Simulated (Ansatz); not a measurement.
# AlFH2OZn: the cost of one run

Program: Ansatz 0.2.0, Gaussian basis. Level of theory: the settings change from run to run. These are calculated values, not measurements.

## 1. The geometry

The structure was relaxed beforehand with PBE0-D4 in a triple-zeta def2 set.

SMILES `[OH][Al]([F])[ZnH]`, 6 atoms, charge 0, spin multiplicity 1.

Atoms are counted from 1 here; the program's logs count them from 0.

Bond lengths: O1–Al2 1.694 Å, O1–H5 0.957 Å, Al2–F3 1.659 Å, Al2–Zn4 2.479 Å, Zn4–H6 1.562 Å. Angles: Al2–O1–H5 124.6°, O1–Al2–F3 117.6°, O1–Al2–Zn4 120.2°, F3–Al2–Zn4 122.1°, Al2–Zn4–H6 179.8°.

## 2. B97M-V/6-31G*

Set apart from the defaults: high accuracy.

File in.yaml:

```yaml
crystal:
  periodic: [false, false, false]
  atoms:
    - {symbol: O, position_ang: [1.357867, -0.271984, -1.155614]}
    - {symbol: Al, position_ang: [0.342281, -0.403360, 0.193583]}
    - {symbol: F, position_ang: [0.744512, -1.519867, 1.353549]}
    - {symbol: Zn, position_ang: [-1.663954, 1.039649, 0.391591]}
    - {symbol: H, position_ang: [2.146283, -0.795602, -1.295587]}
    - {symbol: H, position_ang: [-2.926990, 1.951164, 0.512477]}
basis:
  gaussian: {orbitals: "6-31G*"}
hamiltonian: {xc: {name: B97M-V}}
accuracy: high
output: {forces: true}
```

Run with:

```console
ansatz run in.yaml --threads 2 --pin off --events-out ev --progress --plain --max-ram 4352MiB
```

Q: Estimate wall time and peak memory on 2 threads of Arm Neoverse V1, shared host.

About 44 s, with a peak of 0.49 GiB.
